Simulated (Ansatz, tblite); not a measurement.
# The cluster Sn4Te3: one state, many levels

One table from this session's results is given with a row withheld; the runs are named, their logs left out.

Program: Ansatz 0.2.0, Gaussian basis. Level of theory: as each input shows. These are calculated values, not measurements.

The runs, in order: GFN1-xTB, GFN2-xTB, PBE-D4/def2-TZVP, r2SCAN-D4/def2-TZVP, LDA/def2-TZVP, B3LYP-D4/def2-TZVP, PBE-D4/def2-SVP, PBE0-D4/def2-SVP, PBE-D4/def2-TZVPD, MP2/def2-SVP, RPA/def2-SVP.

10 further runs of the same task are left out: 10 that didn't finish. Runs told in other sessions of the task aren't counted.

## The structure

The singlet was relaxed beforehand with r2SCAN-D4/def2-SVP. At that level it is the lowest of the isomers that a small search found.

7 atoms, charge 0, spin multiplicity 1.

Bond lengths: Sn1–Te6 2.924 Å, Sn1–Te7 2.924 Å, Sn2–Te5 2.970 Å, Sn2–Te6 2.970 Å, Sn2–Te7 2.970 Å, Sn3–Te5 2.924 Å, Sn3–Te6 2.924 Å, Sn4–Te5 2.924 Å, Sn4–Te7 2.924 Å. Angles: Te6–Sn1–Te7 94.1°, Te5–Sn2–Te6 92.2°, Te5–Sn2–Te7 92.2°, Te6–Sn2–Te7 92.2°, Te5–Sn3–Te6 94.1°, Te5–Sn4–Te7 94.1°, Sn2–Te5–Sn3 85.5°, Sn2–Te5–Sn4 85.5°, Sn3–Te5–Sn4 67.8°, Sn1–Te6–Sn2 85.5°, Sn1–Te6–Sn3 67.8°, Sn2–Te6–Sn3 85.5°, Sn1–Te7–Sn2 85.5°, Sn1–Te7–Sn4 67.8°, Sn2–Te7–Sn4 85.5°.

Geometry (Å):

```
Sn   -1.9407    0.9874    0.7238
Sn    0.4909   -0.4287   -2.1216
Sn   -0.1613   -1.5815    1.6547
Sn    1.2313    1.3544    1.3837
Te    2.2935   -1.0741    0.1494
Te   -1.8711   -1.5559   -0.7171
Te   -0.0426    2.2985   -1.0728
```

Sn, Te take a core potential in the def2 sets. No spin-orbit coupling is included.

PBE0-D4/def2-TZVP was run before; its log isn't repeated, and its numbers join the tables.

Set-up of the first run:

Tight binding, by tblite at 300 K electronic temperature and without a spin-polarisation term:

```python
tblite.interface.Calculator('GFN1-xTB', numbers, positions, charge=0, uhf=0).singlepoint()
```

Tight binding, by tblite at 300 K electronic temperature and without a spin-polarisation term:

```python
tblite.interface.Calculator('GFN2-xTB', numbers, positions, charge=0, uhf=0).singlepoint()
```

start.molden holds the orbitals of an earlier run on this state, given as this run's starting guess.

Contents of in.yaml:

```yaml
crystal:
  periodic: [false, false, false]
  atoms:
    - {symbol: Sn, position_ang: [-1.940674, 0.987391, 0.723783]}
    - {symbol: Sn, position_ang: [0.490929, -0.428704, -2.121643]}
    - {symbol: Sn, position_ang: [-0.161342, -1.581512, 1.654694]}
    - {symbol: Sn, position_ang: [1.231342, 1.354379, 1.383720]}
    - {symbol: Te, position_ang: [2.293462, -1.074150, 0.149372]}
    - {symbol: Te, position_ang: [-1.871077, -1.555938, -0.717084]}
    - {symbol: Te, position_ang: [-0.042649, 2.298534, -1.072843]}
basis:
  gaussian: {orbitals: def2-TZVP, initial_orbitals: start.molden}
hamiltonian: {xc: pbe, dispersion: d4}
scf: {omitted_lower_state_checks: [starts]}
output: {orbitals: {seedname: orbitals}}
```

Command:

```sh
$ ansatz run in.yaml --threads 4 --pin off --events-out ev --progress --plain --max-ram 4787MiB
```

Among the steps run: PBE-D4/def2-TZVP; r2SCAN-D4/def2-TZVP; LDA/def2-TZVP; B3LYP-D4/def2-TZVP; PBE-D4/def2-SVP; PBE0-D4/def2-SVP; PBE-D4/def2-TZVPD; MP2/def2-SVP; RPA/def2-SVP.

One of the session's tables, all rows but one given; the rest of the session is left out.

It belongs to the step «Binding energy». 

```
              level  binding an atom (eV)
        HF/def2-SVP                 1.307
      LDA/def2-TZVP                 3.410
    PBE-D4/def2-SVP                 2.945
   PBE-D4/def2-TZVP                 2.959
  PBE-D4/def2-TZVPD                 2.960
r2SCAN-D4/def2-TZVP                 2.772
 B3LYP-D4/def2-TZVP                     ?
   PBE0-D4/def2-SVP                 2.789
  PBE0-D4/def2-TZVP                 2.819
       RPA/def2-SVP                 2.122
       MP2/def2-SVP                 2.487
```

**Question.** Estimate the row for B3LYP-D4/def2-TZVP.

The run gave: binding an atom (eV): 2.752. In the column «binding an atom (eV)» it lies between MP2/def2-SVP (2.487) and r2SCAN-D4/def2-TZVP (2.772).

Limits of these values: Free atoms were run apart at each level; binding is atoms less cluster, divided by the number of atoms, without zero-point or spin-orbit terms.
